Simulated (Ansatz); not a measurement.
**MgCdC2N2: a trial structure relaxed**

Where does this trial cell of MgCdC2N2 go when cell and atoms are let free?

Computed with Ansatz 0.2.0 (DFT PBE, scalar-relativistic, plane waves, PAW, unless a step's input says otherwise).

### Step 1. Starting point

It takes space group P-1 (No. 2, triclinic). The conventional cell has a = 4.424 Å, b = 4.930 Å, c = 8.140 Å, α = 78.82°, β = 87.78°, γ = 72.89°. Mg (site symmetry -1) is surrounded by 2 N at 2.08 Å. Cd (site symmetry -1) is surrounded by 2 C at 2.00 Å. Around C (site symmetry 1) lie 1 N at 1.17 Å and 1 Cd at 2.00 Å. N (site symmetry 1) has 1 C at 1.17 Å in its first shell of neighbours.

Structure file:

```cif
data_structure
_symmetry_space_group_name_H-M 'P 1'
_symmetry_Int_Tables_number 1
_cell_length_a 4.4245
_cell_length_b 4.9300
_cell_length_c 8.1401
_cell_angle_alpha 78.818
_cell_angle_beta 87.778
_cell_angle_gamma 72.893
_cell_volume 166.45
loop_
_atom_site_label
_atom_site_type_symbol
_atom_site_fract_x
_atom_site_fract_y
_atom_site_fract_z
_atom_site_occupancy
Mg1 Mg 0.50000 0.50000 0.50000 1
Cd1 Cd 0.00000 0.00000 0.00000 1
C1 C 0.19072 0.80928 0.80928 1
C2 C 0.80928 0.19072 0.19072 1
N1 N 0.30223 0.69777 0.69777 1
N2 N 0.69777 0.30223 0.30223 1
```

Recipe of the guess: packed cyanide-bridged chains (P-1, No. 2). Lengths come from tabulated atomic sizes and are only a guess.

### Step 2. A first look at the guess

Input file input.yaml:

```yaml
crystal:
  lattice:
    - [4.42449183, 0.0, 0.0]
    - [1.45020225, 4.71187956, 0.0]
    - [0.31565441, 1.55457671, 7.98406218]
  atoms:
    - { symbol: Mg, position: [0.5, 0.5, 0.5] }
    - { symbol: Cd, position: [0.0, 0.0, 0.0] }
    - { symbol: C, position: [0.19071674, 0.80928326, 0.80928326] }
    - { symbol: C, position: [0.80928326, 0.19071674, 0.19071674] }
    - { symbol: "N", position: [0.30223027, 0.69776973, 0.69776973] }
    - { symbol: "N", position: [0.69776973, 0.30223027, 0.30223027] }
basis:
  ecutwfc: 420
kpoints:
  mp_grid: { grid: [4, 4, 2] }
hamiltonian:
  xc: pbe
scf:
  occupations: { method: gaussian, width: 0.1 }
  lower_state_search: "off"
output:
  forces: true
  stress: true
  eigenvalues: true
```

Run with:

```
ansatz run input.yaml --threads 1 --pin off --max-ram 2560MiB --backend cpu --events-out ev --progress --plain --runs-dir out
```

The session goes on with these runs: spin check on a coarse mesh; coarse relaxation; another rough relaxation; final relaxation.

What does the calculation give? Wanted: conventional cell; volume; energy over the elements; gap on the mesh.

As calculated:

| quantity | value |
| --- | --- |
| symmetry at the end (tolerance 0.05 Å) | space group Immm (No. 71) |
| conventional cell | a = 3.501 Å, b = 5.947 Å, c = 10.547 Å, α = 90.00°, β = 90.00°, γ = 90.00° |
| volume | 18.30 Å³/atom |
| energy over the elements (uncorrected; H, N, O, F and Cl as molecules) | +0.42 eV/atom |
| gap on the mesh | none (metal) |

**Reading.** The symmetry goes from space group P-1 (No. 2) to space group Immm (No. 71) (read at 0.05 Å; 0.001 Å gives C2/m (No. 12)), and the volume per atom shrinks by 34.0 % from the first guess. The formation energy is positive, so the separate elements lie lower. No finished test with a distortion of lower symmetry is shown, so the end may be a saddle point. Some metallic runs here have no spin polarisation while others do; where cell and settings agree, the difference is what magnetism gains. Other magnetic orders were not searched.
